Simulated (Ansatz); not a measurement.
# CH₈FNSi₂: how energies converge with the basis set

An exercise on one series of results from a longer session: the logs are not shown, and one member is left open.

Computed with Ansatz 0.2.0, Gaussian basis. Level: one geometry, several basis sets.

The runs, in order: PBE0-D4/def2-SVP; ωB97M-V/def2-SVP; PBE0-D4/def2-QZVPP; ωB97M-V/def2-QZVPP; the functionals' def2-TZVPP values are taken from earlier runs.

### The geometry

All runs share one geometry, relaxed beforehand with PBE0-D4 in a triple-zeta def2 set.

SMILES `C[SiH](F)[SiH2]N`, 13 atoms, charge 0, spin multiplicity 1.

Atoms are counted from 1 here; the program's logs count them from 0.

Bond lengths: C1–Si2 1.864 Å, C1–H6 1.092 Å, C1–H7 1.094 Å, C1–H8 1.093 Å, Si2–F3 1.612 Å, Si2–Si4 2.349 Å, Si2–H9 1.489 Å, Si4–N5 1.729 Å, Si4–H10 1.488 Å, Si4–H11 1.498 Å, N5–H12 1.008 Å, N5–H13 1.008 Å. Angles: Si2–C1–H6 111.6°, Si2–C1–H7 109.9°, Si2–C1–H8 110.8°, H6–C1–H7 108.4°, H6–C1–H8 108.3°, H7–C1–H8 107.8°, C1–Si2–F3 108.5°, C1–Si2–Si4 111.9°, C1–Si2–H9 109.4°, F3–Si2–Si4 109.1°, F3–Si2–H9 106.7°, Si4–Si2–H9 111.1°, Si2–Si4–N5 106.7°, Si2–Si4–H10 111.6°, Si2–Si4–H11 109.5°, N5–Si4–H10 106.8°, N5–Si4–H11 115.5°, H10–Si4–H11 106.8° and more.

The first run:

The input, in.yaml:

```yaml
crystal:
  periodic: [false, false, false]
  atoms:
    - {symbol: C, position_ang: [-1.288211, -0.956971, 1.137684]}
    - {symbol: Si, position_ang: [0.527462, -0.909841, 0.717849]}
    - {symbol: F, position_ang: [1.016130, -2.410035, 0.385188]}
    - {symbol: Si, position_ang: [0.964476, 0.468011, -1.134090]}
    - {symbol: N, position_ang: [0.059463, 1.922550, -0.897024]}
    - {symbol: H, position_ang: [-1.887422, -1.302367, 0.292041]}
    - {symbol: H, position_ang: [-1.631017, 0.043393, 1.417972]}
    - {symbol: H, position_ang: [-1.472820, -1.623431, 1.983846]}
    - {symbol: H, position_ang: [1.298810, -0.464558, 1.911713]}
    - {symbol: H, position_ang: [2.398460, 0.859800, -1.199437]}
    - {symbol: H, position_ang: [0.663298, -0.281137, -2.395465]}
    - {symbol: H, position_ang: [0.312936, 2.748229, -1.416728]}
    - {symbol: H, position_ang: [-0.941067, 1.871658, -0.788648]}
basis:
  gaussian: {orbitals: def2-SVP}
hamiltonian: {xc: pbe0, dispersion: d4}
output: {orbitals: {seedname: orbitals}}
```

Among the steps run: PBE0-D4 in def2-SVP; ωB97M-V in def2-SVP; PBE0-D4 in def2-QZVPP; ωB97M-V in def2-QZVPP.

One of the session's tables, all rows but one given; the rest of the session is left out.

It belongs to the step «Density functionals: the series». 

```
functional       basis  HOMO (eV)  LUMO (eV)
   PBE0-D4    def2-SVP      -7.08       0.00
   PBE0-D4  def2-TZVPP          ?          ?
   PBE0-D4  def2-QZVPP      -7.30      -0.53
   ωB97M-V    def2-SVP      -9.25       1.84
   ωB97M-V  def2-TZVPP      -9.44       1.24
   ωB97M-V  def2-QZVPP      -9.47       0.96
```

**Question.** Estimate the row for PBE0-D4, def2-TZVPP.

The run gave: HOMO (eV): -7.26; LUMO (eV): -0.41. In the column «HOMO (eV)» it lies between PBE0-D4, def2-QZVPP (-7.30) and PBE0-D4, def2-SVP (-7.08).
